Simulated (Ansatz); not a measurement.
# GaC (quartet): wave-function methods side by side at distance C1–Ga2 = 2.248 Å, aug-cc-pVDZ

Aim: climb from Hartree-Fock through coupled cluster and multireference methods for GaC (quartet) at one geometry and basis, and see what each rung misses.

Method: aug-cc-pVDZ, core rule «outside noble gas», up to 15 orbitals frozen; program: Ansatz 0.2.0, Gaussian basis.

To be run: UHF; CCSD(T) on ROHF; CCSD(T) on UHF; BCCD(T) on ROHF; CISD; CCSDT(Q) on ROHF; CCSDT(Q) on UHF; CISDTQ; CCSDTQ on ROHF; CCSDTQ on UHF; CASSCF and MRCISD+Q, 5 electrons in 5 orbitals; CASSCF and NEVPT2, 5 electrons in 5 orbitals; CASSCF and MRCISD+Q, 7 electrons in 8 orbitals; CASSCF and NEVPT2, 7 electrons in 8 orbitals; Full CI.

## (1) What is computed

The geometry derives from a PBE0/def2-TZVP stationary point (not a proven minimum). One bond is set to the value named and the two fragments are kept rigid. No spin-orbit coupling is included. The filled d shell of Ga may be among the frozen orbitals whatever the setting's name suggests; the logs give the count.

2 atoms, charge 0, spin multiplicity 4.

Atoms are counted from 1 here; the program's logs count them from 0.

Bond lengths: C1–Ga2 2.248 Å.

## (2) UHF

Contents of in.yaml:

```yaml
crystal:
  periodic: [false, false, false]
  atoms:
    - {symbol: C, position_ang: [0.000000, 0.000000, 0.000000]}
    - {symbol: Ga, position_ang: [0.000000, 0.000000, 2.248000]}
basis:
  gaussian: {orbitals: aug-cc-pVDZ}
magnetization: {spin_polarized: true, initial_magnetization: 3}
hamiltonian: {xc: hf}
output: {orbitals: {seedname: orbitals}}
```

On the command line:

```
$ ansatz run in.yaml --threads 1 --pin off --events-out ev --progress --plain --max-ram 3956MiB --backend cpu
```

Further steps of the session: CCSD(T) on ROHF; CCSD(T) on UHF; BCCD(T) on ROHF; CISD; CCSDT(Q) on ROHF; CCSDT(Q) on UHF; CISDTQ; CCSDTQ on ROHF; CCSDTQ on UHF; CASSCF and MRCISD+Q, 5 electrons in 5 orbitals; CASSCF and NEVPT2, 5 electrons in 5 orbitals; CASSCF and MRCISD+Q, 7 electrons in 8 orbitals; CASSCF and NEVPT2, 7 electrons in 8 orbitals; Full CI.

Before running them: what should the planned runs give, taken together? Wanted: FCI below the RHF energy; RMP2 from FCI; UMP2 from FCI; RCCSD from FCI; RCCSD(T) from FCI; UCCSD(T) from FCI; RCCSDT(Q) from FCI; UCCSDT(Q) from FCI; NEVPT2 pair from FCI.

As calculated:

```
                         quantity                                                                     value
         FCI below the RHF energy                                                                -4.0960 eV
                    RMP2 from FCI                                                               +1063.0 meV
                    UMP2 from FCI                                                               +1046.6 meV
                   RCCSD from FCI                                                                +198.5 meV
                RCCSD(T) from FCI                                                                 +51.7 meV
                UCCSD(T) from FCI                                                                 +48.8 meV
               RCCSDT(Q) from FCI                                                                  -0.2 meV
               UCCSDT(Q) from FCI                                                                  -4.7 meV
             NEVPT2 pair from FCI                                                               +1087.0 meV
          NEVPT2 valence from FCI                                                                +612.9 meV
        MRCISD+Q valence from FCI                                                                  +9.8 meV
levels within 1 kcal/mol (43 meV)  RCCSDT, UCCSDT, RCCSDT(Q), UCCSDT(Q), RCCSDTQ, UCCSDTQ, MRCISD+Q valence
                    T1 diagnostic                                                                     0.045
   effectively unpaired electrons                                                                      3.08
```

What this shows: RCCSD(T) misses by +51.7 meV, 1.3 % of the correlation energy. UCCSDT(Q), UCCSDTQ fall below full CI: unrestricted runs freeze a spin-polarised core, another one than full CI's, and coupled cluster isn't variational. The occupations are near whole numbers, but T1 = 0.045 shows that the orbitals relax strongly. Of the multireference levels listed MRCISD+Q valence comes nearest in total energy (+9.8 meV), which doesn't show that its space is the better one. These misses are within one basis, not against nature; the frozen cores of restricted and unrestricted runs differ, which can shift their rows.
